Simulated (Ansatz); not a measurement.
# ClF₂ISn: small, medium and large basis sets

One table from this session's results is given with a row withheld; the runs are named, their logs left out.

Program: Ansatz 0.2.0, Gaussian basis. Level of theory: one geometry, several basis sets. These are calculated values, not measurements.

Plan: PBE0-D4/def2-SVP; ωB97M-V/def2-SVP; PBE0-D4/def2-QZVPP; ωB97M-V/def2-QZVPP; the functionals' def2-TZVPP values are taken from earlier runs.

### The relaxed structure

The geometry comes from an earlier relaxation with PBE0-D4 in a triple-zeta def2 set; it is a stationary point. Sn, I take the def2 core potential; no spin-orbit term is included.

SMILES `[F][Sn]([F])([Cl])[I]`, 5 atoms, charge 0, spin multiplicity 1.

Atoms are counted from 1 here; the program's logs count them from 0.

Bond lengths: F1–Sn2 1.893 Å, Sn2–F3 1.893 Å, Sn2–Cl4 2.281 Å, Sn2–I5 2.616 Å. Angles: F1–Sn2–F3 104.1°, F1–Sn2–Cl4 107.5°, F1–Sn2–I5 110.7°, F3–Sn2–Cl4 107.5°, F3–Sn2–I5 110.7°, Cl4–Sn2–I5 115.6°.

Coordinates:

```tsv
atom	x (Å)	y (Å)	z (Å)
F1	-0.01061	-0.36464	1.88918
Sn2	0.02944	-0.07127	0.01973
F3	1.53898	-1.04931	-0.56955
Cl4	-1.82169	-1.06284	-0.87081
I5	0.31378	2.47446	-0.50996
```

Set-up of the first run:

Contents of in.yaml:

```yaml
crystal:
  periodic: [false, false, false]
  atoms:
    - {symbol: F, position_ang: [-0.010606, -0.364640, 1.889182]}
    - {symbol: Sn, position_ang: [0.029438, -0.071269, 0.019731]}
    - {symbol: F, position_ang: [1.538976, -1.049309, -0.569547]}
    - {symbol: Cl, position_ang: [-1.821692, -1.062843, -0.870806]}
    - {symbol: I, position_ang: [0.313783, 2.474461, -0.509960]}
basis:
  gaussian: {orbitals: def2-SVP}
hamiltonian: {xc: pbe0, dispersion: d4}
output: {orbitals: {seedname: orbitals}}
```

On the command line:

```
> ansatz run in.yaml --threads 2 --pin off --events-out ev --progress --plain --max-ram 32768MiB --backend cpu
```

Steps of the session up to this table: PBE0-D4 in def2-SVP; ωB97M-V in def2-SVP; PBE0-D4 in def2-QZVPP; ωB97M-V in def2-QZVPP.

One table of the session follows, with a row left open; its other results are not shown here.

It belongs to the step «Functionals by basis». 

```
functional       basis  HOMO (eV)  LUMO (eV)
   PBE0-D4    def2-SVP          ?          ?
   PBE0-D4  def2-TZVPP      -8.88      -3.40
   PBE0-D4  def2-QZVPP      -8.88      -3.40
   ωB97M-V    def2-SVP     -10.93      -1.28
   ωB97M-V  def2-TZVPP     -11.02      -1.40
   ωB97M-V  def2-QZVPP     -11.04      -1.45
```

**Question.** Estimate the row for PBE0-D4, def2-SVP.

As computed: HOMO (eV): -8.82; LUMO (eV): -3.35. In the column «HOMO (eV)» it is the highest.
